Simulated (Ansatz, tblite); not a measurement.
# The cluster Al₂Cu₆: rung by rung

How do method and basis change the picture of the cluster Al₂Cu₆ (singlet)?

Computed with Ansatz 0.2.0, Gaussian basis. Level: as each input shows.

Levels to be run: GFN1-xTB, GFN2-xTB, PBE-D4/def2-TZVP, r2SCAN-D4/def2-TZVP, r2SCANh-D4/def2-TZVP, PBE-D4/def2-SVP, PBE0-D4/def2-SVP, HF/STO-3G, HF/6-31G, B3LYP-D4/6-31G, MP2/def2-SVP, RPA/def2-SVP.

9 further runs of the same task are left out: 7 that didn't finish, 2 set aside as unsound or not needed. Runs told in other sessions of the task aren't counted.

### 1 The relaxed structure

The singlet was relaxed beforehand with r2SCAN-D4/def2-SVP. At that level it is the lowest of the isomers that a small search found.

8 atoms, charge 0, spin multiplicity 1.

Bond lengths: Al1–Cu3 2.361 Å, Al1–Cu4 2.427 Å, Al1–Cu6 2.397 Å, Al1–Cu7 2.338 Å, Al1–Cu8 2.554 Å, Al2–Cu4 2.580 Å, Al2–Cu5 2.314 Å, Al2–Cu6 2.416 Å, Al2–Cu8 2.703 Å, Cu3–Cu6 2.434 Å, Cu3–Cu7 2.452 Å, Cu3–Cu8 2.384 Å, Cu4–Cu5 2.333 Å, Cu4–Cu7 2.574 Å, Cu4–Cu8 2.355 Å, Cu6–Cu8 2.331 Å, Cu7–Cu8 2.378 Å. Angles: Cu3–Al1–Cu4 110.5°, Cu3–Al1–Cu6 61.5°, Cu3–Al1–Cu7 62.9°, Cu3–Al1–Cu8 57.9°, Cu4–Al1–Cu6 97.1°, Cu4–Al1–Cu7 65.4°, Cu4–Al1–Cu8 56.4°, Cu6–Al1–Cu7 108.7°, Cu6–Al1–Cu8 56.1°, Cu7–Al1–Cu8 58.0°, Cu4–Al2–Cu5 56.6°, Cu4–Al2–Cu6 92.7°, Cu4–Al2–Cu8 52.9°, Cu5–Al2–Cu6 148.2°, Cu5–Al2–Cu8 104.1°, Cu6–Al2–Cu8 53.8°, Al1–Cu3–Cu6 59.9°, Al1–Cu3–Cu7 58.1° and more.

No spin-orbit coupling is included.

PBE0-D4/def2-TZVP was run before; its log isn't repeated, and its numbers join the tables.

### 2 GFN1-xTB

Tight binding, by tblite at 300 K electronic temperature and without a spin-polarisation term:

```python
tblite.interface.Calculator('GFN1-xTB', numbers, positions, charge=0, uhf=0).singlepoint()
```

Energy -806.6120 eV, HOMO -10.55 eV, LUMO -9.12 eV; 0.012 s.

### 3 GFN2-xTB

Tight binding, by tblite at 300 K electronic temperature and without a spin-polarisation term:

```python
tblite.interface.Calculator('GFN2-xTB', numbers, positions, charge=0, uhf=0).singlepoint()
```

Energy -690.3720 eV, HOMO -7.36 eV, LUMO -6.04 eV; 0.019 s.

### 4 PBE-D4/def2-TZVP

start.molden holds the orbitals of an earlier run on this state, given as this run's starting guess.

Contents of in.yaml:

```yaml
crystal:
  periodic: [false, false, false]
  atoms:
    - {symbol: Al, position_ang: [-0.118738, 0.594540, 1.356070]}
    - {symbol: Al, position_ang: [0.407260, 1.267954, -1.578672]}
    - {symbol: Cu, position_ang: [1.459241, -1.102219, 1.811006]}
    - {symbol: Cu, position_ang: [-1.538284, -0.043812, -0.505561]}
    - {symbol: Cu, position_ang: [-1.786492, 1.427351, -2.298637]}
    - {symbol: Cu, position_ang: [1.955750, 0.612284, 0.156247]}
    - {symbol: Cu, position_ang: [-0.913553, -1.601989, 1.445891]}
    - {symbol: Cu, position_ang: [0.534796, -1.154108, -0.386354]}
basis:
  gaussian: {orbitals: def2-TZVP, initial_orbitals: start.molden}
hamiltonian: {xc: pbe, dispersion: d4}
scf: {omitted_lower_state_checks: [starts]}
output: {orbitals: {seedname: orbitals}}
```

Started as:

```bash
$ ansatz run in.yaml --threads 4 --pin off --events-out ev --progress --plain --max-ram 6963MiB
```

Log:

```text
Functional definition: PBE
  name "PBE"
  cite "Perdew, Burke & Ernzerhof, Phys. Rev. Lett. 77, 3865 (1996) doi:10.1103/PhysRevLett.77.3865"
  parent pbe
  parameter kappa = 0.804
  parameter beta = 0.06672455060314922
  exchange = pbe_x(kappa = kappa, mu = beta*pi^2/3)
  correlation = pbe_c(beta = beta)
these checks for a lower state are left out or cut short: starts
3236 factors; their error is unknown
mean field evaluation 1: about -280999.0558 eV, gradient 2.0e1 eV
mean field evaluation 2: about -280999.7572 eV, gradient 1.1e0 eV
mean field evaluation 4: about -280999.5926 eV, gradient 9.9e-2 eV
mean field -280999.59259149 eV, -10326.5445593724 hartree, gradient 6.5e-5 eV, S^2 0.000000; 0 other end points of the search recorded, 0 dependent functions left out
reference -280999.59264062 eV, -10326.5445611781 hartree; 100, 100 occupied and 244, 244 virtual orbitals, 3236 factors
Total energy: -281000.24656834 eV, -10326.5685925785 hartree
Checks for a lower state left out: starts
```

It took 16 s on 4 threads of Arm Neoverse V2, shared host; peak memory 1.2 GiB.

From the report: HOMO -4.19 eV, LUMO -3.29 eV.

### 5 r2SCAN-D4/def2-TZVP

Edit in.yaml of step 4 so:

```diff
@@ -13,4 +13,4 @@
   gaussian: {orbitals: def2-TZVP, initial_orbitals: start.molden}
-hamiltonian: {xc: pbe, dispersion: d4}
+hamiltonian: {xc: r2scan, dispersion: d4}
 scf: {omitted_lower_state_checks: [starts]}
-output: {orbitals: {seedname: orbitals}}
+output: {forces: true, orbitals: {seedname: orbitals}}
```

The command is unchanged.

Log:

```text
Functional definition: r2SCAN
  name "r2SCAN"
  cite "Furness, Kaplan, Ning, Perdew & Sun, J. Phys. Chem. Lett. 11, 8208 (2020) doi:10.1021/acs.jpclett.0c02405"
  cite "Furness, Kaplan, Ning, Perdew & Sun, J. Phys. Chem. Lett. 11, 9248 (2020) doi:10.1021/acs.jpclett.0c03077"
  parent r2scan
  parameter k0 = 0.174
  parameter k1 = 0.065
  parameter a1 = 4.9479
  exchange = r2scan_x(k0 = k0, k1 = k1, a1 = a1)
  correlation = r2scan_c
these checks for a lower state are left out or cut short: starts
3236 factors; their error is unknown
mean field evaluation 1: about -281042.2206 eV, gradient 1.3e1 eV
mean field evaluation 2: about -281042.6237 eV, gradient 9.2e-1 eV
mean field evaluation 4: about -281042.4648 eV, gradient 9.9e-2 eV
mean field evaluation 8: about -281042.4648 eV, gradient 1.7e-5 eV
mean field -281042.46476929 eV, -10328.1200828468 hartree, gradient 1.7e-5 eV, S^2 0.000000; 0 other end points of the search recorded, 0 dependent functions left out
the calculation of the forces begins
reference -281042.46478562 eV, -10328.1200834470 hartree; 100, 100 occupied and 244, 244 virtual orbitals, 3236 factors
Total energy: -281042.58981568 eV, -10328.1246782169 hartree
Atom 0 at    -0.118738     0.594540     1.356070 Å, force    -0.034985     0.160227     0.091568 eV/Å
Atom 1 at     0.407260     1.267954    -1.578672 Å, force     0.175277     0.145182    -0.095206 eV/Å
Atom 2 at     1.459241    -1.102219     1.811006 Å, force     0.260319    -0.139145     0.328729 eV/Å
Atom 3 at    -1.538284    -0.043812    -0.505561 Å, force    -0.318944    -0.051309     0.072481 eV/Å
Atom 4 at    -1.786492     1.427351    -2.298637 Å, force    -0.221738     0.186193    -0.293017 eV/Å
Atom 5 at     1.955750     0.612284     0.156247 Å, force     0.304362     0.236879    -0.019417 eV/Å
Atom 6 at    -0.913553    -1.601989     1.445891 Å, force    -0.271444    -0.242093     0.225503 eV/Å
Atom 7 at     0.534796    -1.154108    -0.386354 Å, force     0.107153    -0.295933    -0.310640 eV/Å
Dipole moment:    -0.068270    -0.126841    -0.000486 e Å
Checks for a lower state left out: starts
```

It took 44 s on 4 threads of Arm Neoverse V2, shared host; peak memory 1.3 GiB.

Report: HOMO -4.20 eV, LUMO -3.13 eV.

### 6 r2SCANh-D4/def2-TZVP

Edit in.yaml of step 5 so:

```diff
@@ -13,4 +13,4 @@
   gaussian: {orbitals: def2-TZVP, initial_orbitals: start.molden}
-hamiltonian: {xc: r2scan, dispersion: d4}
+hamiltonian: {xc: {name: r2SCANh}, dispersion: d4}
 scf: {omitted_lower_state_checks: [starts]}
-output: {forces: true, orbitals: {seedname: orbitals}}
+output: {orbitals: {seedname: orbitals}}
```

The command is unchanged.

Log:

```text
Functional definition: r2SCANh
  name "r2SCANh"
  cite "Bursch, Neugebauer, Ehlert & Grimme, J. Chem. Phys. 156, 134105 (2022) doi:10.1063/5.0086040"
  cite "Furness, Kaplan, Ning, Perdew & Sun, J. Phys. Chem. Lett. 11, 8208 (2020) doi:10.1021/acs.jpclett.0c02405"
  cite "Furness, Kaplan, Ning, Perdew & Sun, J. Phys. Chem. Lett. 11, 9248 (2020) doi:10.1021/acs.jpclett.0c03077"
  parent r2scan
  parameter a = 0.1
  parameter k0 = 0.174
  parameter k1 = 0.065
  parameter a1 = 4.9479
  exchange = (1 - a)*r2scan_x(k0 = k0, k1 = k1, a1 = a1) + a*exact_x
  correlation = r2scan_c
these checks for a lower state are left out or cut short: starts
3290 factors; integrals over basis functions are off by at most 4.5e-4 eV
mean field evaluation 1: about -281037.7785 eV, gradient 9.9e0 eV
mean field evaluation 2: about -281037.9164 eV, gradient 3.3e-1 eV
mean field evaluation 4: about -281038.1191 eV, gradient 4.1e-3 eV
mean field -281038.11912802 eV, -10327.9603834756 hartree, gradient 2.8e-5 eV, S^2 0.000000; 0 other end points of the search recorded, 0 dependent functions left out
reference -281038.11914299 eV, -10327.9603840259 hartree; 100, 100 occupied and 244, 244 virtual orbitals, 3290 factors
Total energy: -281038.26541369 eV, -10327.9657593748 hartree
Checks for a lower state left out: starts
```

Wall time 53 s (4 threads of Arm Neoverse V2, shared host); peak memory 2.5 GiB.

HOMO -4.37 eV, LUMO -2.83 eV.

### 7 PBE-D4/def2-SVP

Edit in.yaml of step 6 so:

```diff
@@ -12,4 +12,4 @@
 basis:
-  gaussian: {orbitals: def2-TZVP, initial_orbitals: start.molden}
-hamiltonian: {xc: {name: r2SCANh}, dispersion: d4}
+  gaussian: {orbitals: def2-SVP, initial_orbitals: start.molden}
+hamiltonian: {xc: pbe, dispersion: d4}
 scf: {omitted_lower_state_checks: [starts]}
```

The command is unchanged.

Log:

```text
Functional definition: PBE
  name "PBE"
  cite "Perdew, Burke & Ernzerhof, Phys. Rev. Lett. 77, 3865 (1996) doi:10.1103/PhysRevLett.77.3865"
  parent pbe
  parameter kappa = 0.804
  parameter beta = 0.06672455060314922
  exchange = pbe_x(kappa = kappa, mu = beta*pi^2/3)
  correlation = pbe_c(beta = beta)
these checks for a lower state are left out or cut short: starts
2690 factors; their error is unknown
mean field evaluation 1: about -280953.7882 eV, gradient 1.5e1 eV
mean field evaluation 2: about -280954.5311 eV, gradient 1.3e0 eV
mean field evaluation 4: about -280954.4166 eV, gradient 1.2e-1 eV
mean field evaluation 8: about -280954.4167 eV, gradient 1.2e-5 eV
mean field -280954.41666621 eV, -10324.8843747396 hartree, gradient 1.2e-5 eV, S^2 0.000000; 0 other end points of the search recorded, 0 dependent functions left out
reference -280954.41671854 eV, -10324.8843766627 hartree; 100, 100 occupied and 122, 122 virtual orbitals, 2690 factors
Total energy: -280955.07064625 eV, -10324.9084080631 hartree
Checks for a lower state left out: starts
```

It took 8.5 s on 4 threads of Arm Neoverse V2, shared host.

Report: HOMO -3.94 eV, LUMO -3.07 eV.

### 8 PBE0-D4/def2-SVP

Edit in.yaml of step 7 so:

```diff
@@ -13,3 +13,3 @@
   gaussian: {orbitals: def2-SVP, initial_orbitals: start.molden}
-hamiltonian: {xc: pbe, dispersion: d4}
+hamiltonian: {xc: pbe0, dispersion: d4}
 scf: {omitted_lower_state_checks: [starts]}
```

The command is unchanged.

Log:

```text
Functional definition: PBE0
  name "PBE0"
  cite "Adamo & Barone, J. Chem. Phys. 110, 6158 (1999) doi:10.1063/1.478522"
  cite "Perdew, Burke & Ernzerhof, Phys. Rev. Lett. 77, 3865 (1996) doi:10.1103/PhysRevLett.77.3865"
  parent pbe
  parameter a = 0.25
  parameter kappa = 0.804
  parameter beta = 0.06672455060314922
  exchange = (1 - a)*pbe_x(kappa = kappa, mu = beta*pi^2/3) + a*exact_x
  correlation = pbe_c(beta = beta)
these checks for a lower state are left out or cut short: starts
2392 factors; integrals over basis functions are off by at most 8.6e-4 eV
mean field evaluation 1: about -280953.6268 eV, gradient 2.1e1 eV
mean field evaluation 2: about -280954.3103 eV, gradient 7.9e-1 eV
mean field evaluation 4: about -280954.6980 eV, gradient 7.1e-1 eV
mean field evaluation 8: about -280954.7003 eV, gradient 2.7e-5 eV
mean field -280954.70028202 eV, -10324.8947974287 hartree, gradient 2.7e-5 eV, S^2 0.000000; 0 other end points of the search recorded, 0 dependent functions left out
reference -280954.70032196 eV, -10324.8947988963 hartree; 100, 100 occupied and 122, 122 virtual orbitals, 2392 factors
Total energy: -280955.26564041 eV, -10324.9155739661 hartree
Checks for a lower state left out: starts
```

Wall time 17 s (4 threads of Arm Neoverse V2, shared host); peak memory 1.1 GiB.

HOMO -4.37 eV, LUMO -2.28 eV.

### 9 HF/STO-3G

Edit in.yaml of step 8 so:

```diff
@@ -12,4 +12,4 @@
 basis:
-  gaussian: {orbitals: def2-SVP, initial_orbitals: start.molden}
-hamiltonian: {xc: pbe0, dispersion: d4}
+  gaussian: {orbitals: STO-3G}
+hamiltonian: {xc: hf}
 scf: {omitted_lower_state_checks: [starts]}
```

The command is unchanged.

Log:

```text
Functional definition: HF
  name "HF"
  cite "Fock, Z. Phys. 61, 126 (1930) doi:10.1007/BF01340294"
  parent pbe
  exchange = exact_x
  correlation = 0
these checks for a lower state are left out or cut short: starts
1114 factors; integrals over basis functions are off by at most 4.0e-4 eV
mean field evaluation 1: about -276794.9056 eV, gradient 4.7e2 eV
mean field evaluation 2: about -276795.9233 eV, gradient 4.7e2 eV
mean field evaluation 4: about -274697.2582 eV, gradient 7.1e2 eV
mean field evaluation 8: about -277149.6772 eV, gradient 1.9e2 eV
mean field evaluation 16: about -277561.0619 eV, gradient 4.2e0 eV
mean field evaluation 32: about -277564.6121 eV, gradient 6.2e-1 eV
mean field -277564.60785117 eV, -10200.3111984819 hartree, gradient 8.7e-6 eV, S^2 0.000000; 0 other end points of the search recorded, 0 dependent functions left out
reference -277564.60785117 eV, -10200.3111984819 hartree; 100, 100 occupied and 26, 26 virtual orbitals, 1114 factors
Total energy: -277564.60785117 eV, -10200.3111984819 hartree
Checks for a lower state left out: starts
```

Wall time 37 s (4 threads of Arm Neoverse V2, shared host); peak memory 0.84 GiB.

From the report: HOMO -3.62 eV, LUMO 0.40 eV.

### 10 HF/6-31G

Edit in.yaml of step 9 so:

```diff
@@ -12,3 +12,3 @@
 basis:
-  gaussian: {orbitals: STO-3G}
+  gaussian: {orbitals: 6-31G}
 hamiltonian: {xc: hf}
```

The command is unchanged.

Log:

```text
Functional definition: HF
  name "HF"
  cite "Fock, Z. Phys. 61, 126 (1930) doi:10.1007/BF01340294"
  parent pbe
  exchange = exact_x
  correlation = 0
these checks for a lower state are left out or cut short: starts
1974 factors; integrals over basis functions are off by at most 2.4e-4 eV
mean field evaluation 1: about -280678.2395 eV, gradient 1.2e2 eV
mean field evaluation 2: about -280679.0431 eV, gradient 1.2e2 eV
mean field evaluation 4: about -280699.1108 eV, gradient 9.6e0 eV
mean field evaluation 8: about -280699.4499 eV, gradient 4.8e-1 eV
mean field evaluation 16: about -280699.5322 eV, gradient 1.4e-4 eV
mean field -280699.53218502 eV, -10315.5175428230 hartree, gradient 2.4e-5 eV, S^2 0.000000; 0 other end points of the search recorded, 0 dependent functions left out
reference -280699.53218502 eV, -10315.5175428230 hartree; 100, 100 occupied and 100, 100 virtual orbitals, 1974 factors
Total energy: -280699.53218502 eV, -10315.5175428230 hartree
Checks for a lower state left out: starts
```

Wall time 10 s (4 threads of Arm Neoverse V2, shared host); peak memory 0.98 GiB.

From the report: HOMO -5.01 eV, LUMO 0.13 eV.

### 11 B3LYP-D4/6-31G

Edit in.yaml of step 10 so:

```diff
@@ -13,3 +13,3 @@
   gaussian: {orbitals: 6-31G}
-hamiltonian: {xc: hf}
+hamiltonian: {xc: {name: B3LYP}, dispersion: d4}
 scf: {omitted_lower_state_checks: [starts]}
```

Same command.

Log:

```text
Functional definition: B3LYP
  name "B3LYP"
  cite "Stephens, Devlin, Chabalowski & Frisch, J. Phys. Chem. 98, 11623 (1994) doi:10.1021/j100096a001"
  cite "Becke, Phys. Rev. A 38, 3098 (1988) doi:10.1103/PhysRevA.38.3098"
  cite "Lee, Yang & Parr, Phys. Rev. B 37, 785 (1988) doi:10.1103/PhysRevB.37.785"
  cite "Vosko, Wilk & Nusair, Can. J. Phys. 58, 1200 (1980) doi:10.1139/p80-159"
  parameter a0 = 0.2
  parameter ax = 0.72
  parameter ac = 0.81
  exchange = (1 - a0 - ax)*slater_x + ax*b88_x + a0*exact_x
  correlation = (1 - ac)*vwn_rpa_c + ac*lyp_c
these checks for a lower state are left out or cut short: starts
1974 factors; integrals over basis functions are off by at most 2.4e-4 eV
mean field evaluation 1: about -280982.4917 eV, gradient 1.0e2 eV
mean field evaluation 2: about -278384.5666 eV, gradient 1.3e3 eV
mean field evaluation 4: about -280954.6775 eV, gradient 1.9e2 eV
mean field evaluation 8: about -280998.7734 eV, gradient 5.8e-1 eV
mean field -280998.77501661 eV, -10326.5145140499 hartree, gradient 2.6e-5 eV, S^2 0.000000; 0 other end points of the search recorded, 0 dependent functions left out
reference -280998.77524759 eV, -10326.5145225383 hartree; 100, 100 occupied and 100, 100 virtual orbitals, 1974 factors
Total energy: -280999.87505825 eV, -10326.5549398345 hartree
Checks for a lower state left out: starts
```

It took 18 s on 4 threads of Arm Neoverse V2, shared host; peak memory 0.97 GiB.

From the report: HOMO -4.42 eV, LUMO -2.72 eV.

### 12 MP2/def2-SVP

Edit in.yaml of step 11 so:

```diff
@@ -12,4 +12,4 @@
 basis:
-  gaussian: {orbitals: 6-31G}
-hamiltonian: {xc: {name: B3LYP}, dispersion: d4}
+  gaussian: {orbitals: def2-SVP, initial_orbitals: start.molden}
+correlation: {method: mp2, frozen_orbitals: {Al: 5, Cu: 9}}
 scf: {omitted_lower_state_checks: [starts]}
```

The command is unchanged.

Log:

```text
Functional definition: HF
  name "HF"
  cite "Fock, Z. Phys. 61, 126 (1930) doi:10.1007/BF01340294"
  parent pbe
  exchange = exact_x
  correlation = 0
these checks for a lower state are left out or cut short: starts
2392 factors; integrals over basis functions are off by at most 8.6e-4 eV
mean field evaluation 1: about -280702.5540 eV, gradient 4.9e1 eV
mean field evaluation 2: about -280707.5728 eV, gradient 5.9e0 eV
mean field evaluation 4: about -280709.1840 eV, gradient 2.6e0 eV
mean field evaluation 8: about -280709.2185 eV, gradient 1.4e-3 eV
mean field -280709.21853196 eV, -10315.8735095075 hartree, gradient 1.5e-6 eV, S^2 0.000000; 0 other end points of the search recorded, 0 dependent functions left out; unrestricted orbitals would lower it
mean field evaluation 16: about -280709.2771 eV, gradient 4.1e-1 eV
64 core orbitals not correlated: weight in the atoms' cores, before any rotation towards them, 1.000 or more for the frozen orbitals, at most 0.000 for the correlated occupied ones
reference -280709.21853196 eV, -10315.8735095075 hartree; 36, 36 occupied and 122, 122 virtual orbitals, 2392 factors
second order -59.45319140 eV of doubles, -0.00000000 eV of singles
Total energy: -280768.67172336 eV, -10318.0583739926 hartree
Checks for a lower state left out: starts
```

Run time: 18 s. Hardware: 4 threads of Arm Neoverse V2, shared host; peak memory 1.3 GiB.

From the report: Hartree-Fock HOMO -5.03 eV, LUMO 0.19 eV. Doubts: restricted state is unstable towards broken spin symmetry.

### 13 RPA/def2-SVP

Edit in.yaml of step 12 so:

```diff
@@ -13,4 +13,4 @@
   gaussian: {orbitals: def2-SVP, initial_orbitals: start.molden}
-correlation: {method: mp2, frozen_orbitals: {Al: 5, Cu: 9}}
+hamiltonian: {xc: pbe}
+correlation: {method: rpa, frozen_orbitals: {Al: 5, Cu: 9}}
 scf: {omitted_lower_state_checks: [starts]}
-output: {orbitals: {seedname: orbitals}}
```

Same command.

Log:

```text
Functional definition: PBE
  name "PBE"
  cite "Perdew, Burke & Ernzerhof, Phys. Rev. Lett. 77, 3865 (1996) doi:10.1103/PhysRevLett.77.3865"
  parent pbe
  parameter kappa = 0.804
  parameter beta = 0.06672455060314922
  exchange = pbe_x(kappa = kappa, mu = beta*pi^2/3)
  correlation = pbe_c(beta = beta)
these checks for a lower state are left out or cut short: starts
2392 factors; integrals over basis functions are off by at most 8.6e-4 eV
mean field evaluation 1: about -280953.6924 eV, gradient 1.5e1 eV
mean field evaluation 2: about -280954.4287 eV, gradient 1.3e0 eV
mean field evaluation 4: about -280954.4165 eV, gradient 1.8e-1 eV
mean field evaluation 8: about -280954.4166 eV, gradient 1.7e-5 eV
mean field -280954.41663998 eV, -10324.8843737759 hartree, gradient 1.5e-6 eV, S^2 0.000000; 0 other end points of the search recorded, 0 dependent functions left out
64 core orbitals not correlated: weight in the atoms' cores, before any rotation towards them, 1.000 or more for the frozen orbitals, at most 0.000 for the correlated occupied ones
reference -280702.33147912 eV, -10315.6204149837 hartree; 36, 36 occupied and 122, 122 virtual orbitals, 2392 factors
Total energy: -280778.17945891 eV, -10318.4077768292 hartree
Checks for a lower state left out: starts
```

Run time: 23 s. Hardware: 4 threads of Arm Neoverse V2, shared host; peak memory 0.84 GiB.

### 14 Comparison

| level | functions | HOMO (eV) | LUMO (eV) | gap (eV) | time |
| --- | --- | --- | --- | --- | --- |
| HF/STO-3G | 126 | -3.62 | 0.40 | 4.02 | 37 s |
| HF/6-31G | 200 | -5.01 | 0.13 | 5.14 | 10 s |
| PBE-D4/def2-SVP | 222 | -3.94 | -3.07 | 0.87 | 8.5 s |
| PBE-D4/def2-TZVP | 344 | -4.19 | -3.29 | 0.90 | 16 s |
| r2SCAN-D4/def2-TZVP | 344 | -4.20 | -3.13 | 1.07 | 44 s |
| r2SCANh-D4/def2-TZVP | 344 | -4.37 | -2.83 | 1.54 | 53 s |
| B3LYP-D4/6-31G | 200 | -4.42 | -2.72 | 1.70 | 18 s |
| PBE0-D4/def2-SVP | 222 | -4.37 | -2.28 | 2.09 | 17 s |
| PBE0-D4/def2-TZVP | 344 | -4.61 | -2.48 | 2.13 | 39 s |

The pieces so far (eV):

| basis | HF | MP2 correlation | total |
| --- | --- | --- | --- |
| def2-SVP | -280709.2185 | -59.4532 | -280768.6717 (MP2) |

### 15 Binding energy

Free atoms were run apart at each level; binding is atoms less cluster, divided by the number of atoms, without zero-point or spin-orbit terms.

| level | binding an atom (eV) |
| --- | --- |
| HF/6-31G | 1.386 |
| HF/def2-SVP | 0.556 |
| PBE-D4/def2-SVP | 2.640 |
| PBE-D4/def2-TZVP | 2.199 |
| r2SCAN-D4/def2-TZVP | 2.229 |
| r2SCANh-D4/def2-TZVP | 2.094 |
| B3LYP-D4/6-31G | 2.670 |
| PBE0-D4/def2-SVP | 2.220 |
| PBE0-D4/def2-TZVP | 1.903 |
| RPA/def2-SVP | 1.670 |
| MP2/def2-SVP | 2.020 |

### 16 Summary of results

| quantity | value |
| --- | --- |
| gap in def2-TZVP, named functionals, smallest and largest | 0.90 eV (PBE-D4), 2.13 eV (PBE0-D4) |
| correlation energy, MP2/def2-SVP | -59.45 eV |
| binding an atom, functionals in def2-TZVP | 1.90 (PBE0-D4) to 2.23 eV (r2SCAN-D4) |
| PBE0 total energy, smallest basis above largest | 43.72 eV (def2-SVP, def2-TZVP) |

Orbital gaps of the named functionals in def2-TZVP span 0.90 eV (PBE-D4) to 2.13 eV (PBE0-D4); exact exchange widens it.

The slowest run with a step of its own, r2SCANh-D4/def2-TZVP, took 53 s; the quickest functional in def2-TZVP took 16 s (shared host).
